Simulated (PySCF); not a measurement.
# [TbF4]−: other functionals and bases at one geometry

The task here is to estimate one member of a computed series from the others.

Program: PySCF 2.14.0. Level of theory: several levels, as the steps say, no spin–orbit coupling. These are calculated values, not measurements.

1 further run of the same task is left out (for a known fault of the program).

### Where the work starts

5 atoms, charge -1, spin multiplicity 1.

Bond lengths: Tb1–F2 2.082 Å, Tb1–F3 2.082 Å, Tb1–F4 2.082 Å, Tb1–F5 2.082 Å. Angles: F2–Tb1–F3 109.5°, F2–Tb1–F4 109.5°, F2–Tb1–F5 109.5°, F3–Tb1–F4 109.5°, F3–Tb1–F5 109.5°, F4–Tb1–F5 109.5°.

As a file:

```
Tb    0.00000    0.00000    0.00000
F     1.20212    1.20212    1.20212
F    -1.20212   -1.20212    1.20212
F     1.20212   -1.20212   -1.20212
F    -1.20212    1.20212   -1.20212
```

Formal oxidation states: Tb +3. Each metal's 8 4f electrons lie in its core potential, so multiplicities, spins and levels count the valence alone. An earlier session relaxed this geometry at PBE0, Tb lcecp-1-SVP with ECP54, F def2-SVP (singlet, point group Td).

At PBE0 on the finer grid: E = -435.575803 Eh, HOMO -4.92 eV, LUMO 3.82 eV, Mulliken charge on Tb1 +1.05 e, largest force component 0.003 eV/Å. 

Levels to run: TPSSh; BLYP; PBE0, TZVP. Hardware: 2 threads of Arm Neoverse V1, shared host.

Set-up of the first run:

run.py (the lines that set the calculation)

```python
mol = gto.M(atom='''
Tb     0.00000     0.00000     0.00000
F      1.20212     1.20212     1.20212
F     -1.20212    -1.20212     1.20212
F      1.20212    -1.20212    -1.20212
F     -1.20212     1.20212    -1.20212''',
    basis={'Tb': 'lcecp-1-SVP', 'F': 'def2-SVP'},
    ecp={'Tb': 'lcecp-1-SVP'},
    charge=-1, spin=0)
mf = dft.RKS(mol, xc='TPSSH')
mf.grids.atom_grid = (75, 302)  # f atoms: unpruned, at least (60, 302)
mf = mf.density_fit()  # fitting sets: Tb AutoAux, F def2-universal-JKFIT
mf.conv_tol = 1e-08; mf.max_cycle = 55
mf.kernel(dm0)  # dm0: the density of the relaxed state
```

Started as:

```console
OMP_NUM_THREADS=2 python run.py
```

Steps of the session up to this table: TPSSh; BLYP; PBE0, TZVP.

One of the session's tables, all rows but one given; the rest of the session is left out.

```
              level  HOMO (eV)  gap (eV)  charge on Tb1 (e)  largest force component (eV/Å)
PBE0 (relaxed here)      -4.92      8.74               1.05                            0.00
              TPSSh      -3.80      7.44               1.00                            0.08
               BLYP      -2.83      6.01               0.75                            0.22
         PBE0, TZVP          ?         ?                  ?                               ?
```

Estimate the missing values for PBE0, TZVP.

The run gave: HOMO (eV): -5.26; gap (eV): 8.94; charge on Tb1 (e): 1.55; largest force component (eV/Å): 0.13. In the column «HOMO (eV)» it is the lowest.

In one basis the HOMO–LUMO gap runs from 6.01 eV (BLYP) to 8.74 eV (PBE0). The largest leftover force, 0.22 eV/Å with BLYP, stands at a geometry relaxed at another level. With 4f in the core, its levels are missing from HOMO and gap, and its count is fixed, so no charge can pass from the ligands into it. Total energies of different levels can't be compared.
